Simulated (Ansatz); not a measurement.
# ZnSbO2: the cost of one run

Method: DFT PBE, scalar-relativistic, plane waves, PAW, in Ansatz 0.2.0.

## 1. The system as given

It takes space group P4/mmm (No. 123, tetragonal). The conventional cell has a = 3.387 Å, b = 3.387 Å, c = 4.736 Å, α = 90.00°, β = 90.00°, γ = 90.00°. Zn (site symmetry 4/mmm) is surrounded by 6 O at 2.37 to 2.40 Å. Sb (site symmetry 4/mmm) is surrounded by 6 O at 2.37 to 2.40 Å. O (site symmetry 4/mmm) is surrounded by 2 Zn at 2.37 Å and 4 Sb at 2.40 Å. O (site symmetry 4/mmm) has 2 Sb at 2.37 Å and 4 Zn at 2.40 Å as nearest neighbours.

Coordinates:

```
Zn Sb O
1.0
     3.38729    0.00000    0.00000
     0.00000    3.38729    0.00000
     0.00000    0.00000    4.73641
Zn Sb O
1 1 2
Direct
  0.00000 0.00000 0.50000
  0.50000 0.50000 0.00000
  0.00000 0.00000 0.00000
  0.50000 0.50000 0.50000
```

Recipe of the guess: species swapped into a database cell of CaAgO2 (P4/mmm, No. 123), with Zn on the Ca sites and Sb on the Ag sites. Its size is a rough estimate.

## 2. Probe: one point on a coarse mesh

Input file input.yaml:

```yaml
crystal:
  lattice:
    - [3.38728863, 0.0, 0.0]
    - [0.0, 3.38728863, 0.0]
    - [0.0, 0.0, 4.7364057]
  atoms:
    - { symbol: Zn, position: [0.0, 0.0, 0.5] }
    - { symbol: Sb, position: [0.5, 0.5, 0.0] }
    - { symbol: O, position: [0.0, 0.0, 0.0] }
    - { symbol: O, position: [0.5, 0.5, 0.5] }
basis:
  ecutwfc: 420
kpoints:
  mp_grid: { grid: [6, 6, 4] }
hamiltonian:
  xc: pbe
scf:
  occupations: { method: gaussian, width: 0.1 }
  lower_state_search: "off"
output:
  forces: true
  stress: true
  eigenvalues: true
```

Launch:

```console
> ansatz run input.yaml --threads 1 --pin off --max-ram 2560MiB --backend cpu --events-out ev --progress --plain --runs-dir out
```

Q: Estimate wall time and peak memory on 1 thread of Intel Xeon at 2.70GHz, shared host.

About 3.5 s, with a peak of 0.37 GiB.
